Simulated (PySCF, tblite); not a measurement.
# C₅H₅ClF₄O₂: infrared bands and NMR shifts

Aim: predict the infrared bands and NMR shifts of C₅H₅ClF₄O₂ (`CO[C@@H]([C@H](F)C(=O)Cl)C(F)(F)F`).

Computed with tblite 0.8.0 and PySCF 2.14.0, with density-fitted response routines of our own, on a single molecule in the gas phase. Atoms are numbered from 0 throughout.

**1. The molecule as given**

17 atoms, charge 0, multiplicity 1; geometry from: GFN2-xTB.

Bonds of the start (Å): C0–O1 1.42, O1–C2 1.39, C2–C3 1.54, C3–F4 1.36, C3–C5 1.53, C5–O6 1.19, C5–Cl7 1.72, C2–C8 1.55, C8–F9 1.34, C8–F10 1.33, C8–F11 1.34, C0–H12 1.09, C0–H13 1.09, C0–H14 1.09, C2–H15 1.10, C3–H16 1.10.

**2. Vibrational analysis with GFN2-xTB**

What the job is given:

```
{"job": {"kind": "ir", "xc": "GFN2-xTB", "basis": "xTB"}, "charge": 0, "multiplicity": 1}
C     -1.807773    -1.174633    -0.223224
O     -0.460181    -0.780912    -0.418838
C     -0.024926     0.288495     0.359958
C      1.517026     0.315486     0.292084
F      1.937618     0.673454    -0.949003
C      2.005964    -1.078968     0.684738
O      1.798826    -1.563362     1.749565
Cl     2.869213    -1.890937    -0.563438
C     -0.604232     1.641890    -0.117782
F      0.087710     2.671257     0.390667
F     -0.616489     1.770751    -1.437332
F     -1.869830     1.800398     0.304753
H     -1.916384    -2.105596    -0.774209
H     -2.010041    -1.346162     0.838532
H     -2.510088    -0.435295    -0.615430
H     -0.322150     0.171885     1.417220
H      1.918738     1.054278     1.000215
```

**Question.** This job is followed by: GIAO PBE0/pcSseg-1 NMR shielding, non-relativistic, gas phase. Predict these results of the whole session: strongest single infrared mode (GFN2-xTB); zero-point energy (GFN2-xTB); ¹³C shifts against TMS (PBE0/pcSseg-1); ¹H shifts against TMS (PBE0/pcSseg-1, means over atoms taken as alike); ¹⁷O shifts against H2O (PBE0/pcSseg-1); ¹⁹F shifts against CFCl3 (PBE0/pcSseg-1, means over atoms taken as alike); ³⁵Cl shifts against HCl (PBE0/pcSseg-1).

**Answer**, as computed:

| quantity | value |
| --- | --- |
| strongest single infrared mode (GFN2-xTB) | 1799 cm⁻¹, 330 km/mol |
| zero-point energy (GFN2-xTB) | 63.2 kcal/mol |
| ¹³C shifts against TMS (PBE0/pcSseg-1) | 187.7, 132.7, 94.5, 86.9, 62.4 ppm |
| ¹H shifts against TMS (PBE0/pcSseg-1, means over atoms taken as alike) | 5.26, 3.93, 3.71 ppm |
| ¹⁷O shifts against H2O (PBE0/pcSseg-1) | 585.3, 25.4 ppm |
| ¹⁹F shifts against CFCl3 (PBE0/pcSseg-1, means over atoms taken as alike) | -82.9, -215.4 ppm |
| ³⁵Cl shifts against HCl (PBE0/pcSseg-1) | 461 ppm |

**Reading.** All 45 modes are real, so the xTB geometry is a minimum. The strongest single mode, at 1799 cm⁻¹, moves mainly C5 and O6. GFN2-xTB is a fitted tight-binding method: band positions and strengths are rough. Its intensities can rank the bands wrongly. H16 (hydrogen on an sp3 CH bonded to F, α to a carbonyl) lies farthest downfield among hydrogen, at 5.26 ppm; its carbon carries F, which withdraws density. At PBE0/pcSseg-1: The largest span, 948 ppm, is at O6, where the paramagnetic term is -647 ppm.
